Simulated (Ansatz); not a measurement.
# ScZnC4N4: the cost of one run

Program: Ansatz 0.2.0. Level of theory: DFT PBE, scalar-relativistic, plane waves, PAW. These are calculated values, not measurements.

## Step 1: The starting structure

The structure is cubic, space group P-43m (No. 215). The conventional cell has a = 6.004 Å, b = 6.004 Å, c = 6.004 Å, α = 90.00°, β = 90.00°, γ = 90.00°. Sc (site symmetry -43m) is surrounded by 4 C at 2.02 Å. Around Zn (site symmetry -43m) lie 4 N at 2.01 Å. C (site symmetry 3m) is surrounded by 1 N at 1.17 Å and 1 Sc at 2.02 Å. Around N (site symmetry 3m) lie 1 C at 1.17 Å and 1 Zn at 2.01 Å.

As a file:

```cif
data_structure
_symmetry_space_group_name_H-M 'P-43m'
_symmetry_Int_Tables_number 215
_cell_length_a 6.0039
_cell_length_b 6.0039
_cell_length_c 6.0039
_cell_angle_alpha 90.000
_cell_angle_beta 90.000
_cell_angle_gamma 90.000
_cell_volume 216.42
loop_
_atom_site_label
_atom_site_type_symbol
_atom_site_symmetry_multiplicity
_atom_site_Wyckoff_symbol
_atom_site_fract_x
_atom_site_fract_y
_atom_site_fract_z
_atom_site_occupancy
Sc1 Sc 1 a 0.00000 0.00000 0.00000 1
Zn1 Zn 1 b 0.50000 0.50000 0.50000 1
C1 C 4 e 0.19444 0.19444 0.19444 1
N1 N 4 e 0.30695 0.30695 0.30695 1
```

A structure generator made this guess: two interpenetrating cyanide-bridged diamond nets (P-43m, No. 215). The dimensions are guesses.

## Step 2: A first look at the guess

input.yaml

```yaml
crystal:
  lattice:
    - [6.00386545, 0.0, 0.0]
    - [0.0, 6.00386545, 0.0]
    - [0.0, 0.0, 6.00386545]
  atoms:
    - { symbol: Sc, position: [0.0, 0.0, 0.0] }
    - { symbol: Zn, position: [0.5, 0.5, 0.5] }
    - { symbol: C, position: [0.19444177, 0.19444177, 0.19444177] }
    - { symbol: C, position: [0.19444177, 0.80555823, 0.80555823] }
    - { symbol: C, position: [0.80555823, 0.19444177, 0.80555823] }
    - { symbol: C, position: [0.80555823, 0.80555823, 0.19444177] }
    - { symbol: "N", position: [0.30695259, 0.30695259, 0.30695259] }
    - { symbol: "N", position: [0.30695259, 0.69304741, 0.69304741] }
    - { symbol: "N", position: [0.69304741, 0.30695259, 0.69304741] }
    - { symbol: "N", position: [0.69304741, 0.69304741, 0.30695259] }
basis:
  ecutwfc: 420
kpoints:
  mp_grid: { grid: [4, 4, 4] }
hamiltonian:
  xc: pbe
scf:
  occupations: { method: gaussian, width: 0.1 }
  lower_state_search: "off"
output:
  forces: true
  stress: true
  eigenvalues: true
```

Run with:

```console
ansatz run input.yaml --threads 1 --pin off --max-ram 2560MiB --backend cpu --events-out ev --progress --plain --runs-dir out
```

Q: Estimate wall time and peak memory on 1 thread of Intel Xeon Platinum 8375C at 2.90GHz (Ice Lake), shared host.

About 7.2 s, with a peak of 0.5 GiB.
